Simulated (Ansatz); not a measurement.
# Be10: the cost of one run

Computed with Ansatz 0.2.0, Gaussian basis. Level: the settings change from run to run.

2 further runs of the same task are left out: 1 that didn't finish, 1 set aside as unsound or not needed. Runs told in other sessions of the task aren't counted.

**1. The molecule**

An earlier PBE0/def2-SVP relaxation fixed the geometry.

10 atoms, charge 0, spin multiplicity 1.

Atoms are counted from 1 here; the program's logs count them from 0.

Bond lengths: Be1–Be3 2.231 Å, Be1–Be5 2.227 Å, Be1–Be6 2.068 Å, Be1–Be7 2.068 Å, Be1–Be9 2.099 Å, Be2–Be4 2.099 Å, Be2–Be6 2.099 Å, Be2–Be7 2.100 Å, Be2–Be10 2.100 Å, Be3–Be4 2.068 Å, Be3–Be6 2.068 Å, Be3–Be8 2.231 Å, Be3–Be9 2.098 Å, Be4–Be6 2.231 Å, Be4–Be8 2.069 Å, Be4–Be10 2.229 Å, Be5–Be7 2.069 Å, Be5–Be8 2.227 Å and more. Angles: Be3–Be1–Be5 90.0°, Be3–Be1–Be6 57.3°, Be3–Be1–Be7 102.9°, Be3–Be1–Be9 57.9°, Be5–Be1–Be6 102.9°, Be5–Be1–Be7 57.4°, Be5–Be1–Be9 58.0°, Be6–Be1–Be7 65.2°, Be6–Be1–Be9 111.6°, Be7–Be1–Be9 111.7°, Be4–Be2–Be6 64.2°, Be4–Be2–Be7 97.3°, Be4–Be2–Be10 64.1°, Be6–Be2–Be7 64.1°, Be6–Be2–Be10 97.3°, Be7–Be2–Be10 64.1°, Be1–Be3–Be4 102.9°, Be1–Be3–Be6 57.4° and more.

**2. wB97M-V/def2-SVPD**

The input, in.yaml:

```yaml
crystal:
  periodic: [false, false, false]
  atoms:
    - {symbol: Be, position_ang: [0.470990, 1.573549, -0.701607]}
    - {symbol: Be, position_ang: [-1.645168, -1.134002, -0.982577]}
    - {symbol: Be, position_ang: [1.671686, -0.301289, -0.552953]}
    - {symbol: Be, position_ang: [0.226942, -1.752133, -0.262433]}
    - {symbol: Be, position_ang: [-0.428133, 1.155242, 1.292713]}
    - {symbol: Be, position_ang: [0.016712, -0.131113, -1.781307]}
    - {symbol: Be, position_ang: [-1.470212, 0.896203, -0.475605]}
    - {symbol: Be, position_ang: [0.768615, -0.716411, 1.444428]}
    - {symbol: Be, position_ang: [1.648539, 1.132101, 0.979510]}
    - {symbol: Be, position_ang: [-1.259980, -0.722137, 1.039821]}
basis:
  gaussian: {orbitals: def2-SVPD}
hamiltonian: {xc: {name: wB97M-V}}
scf: {omitted_lower_state_checks: [starts]}
```

Launch:

```
$ ansatz run in.yaml --threads 4 --pin off --events-out ev --progress --plain --max-ram 3916MiB
```

Q: Estimate wall time and peak memory on 4 threads of Arm Neoverse N1, shared host.

About 46 s, with a peak of 0.63 GiB.
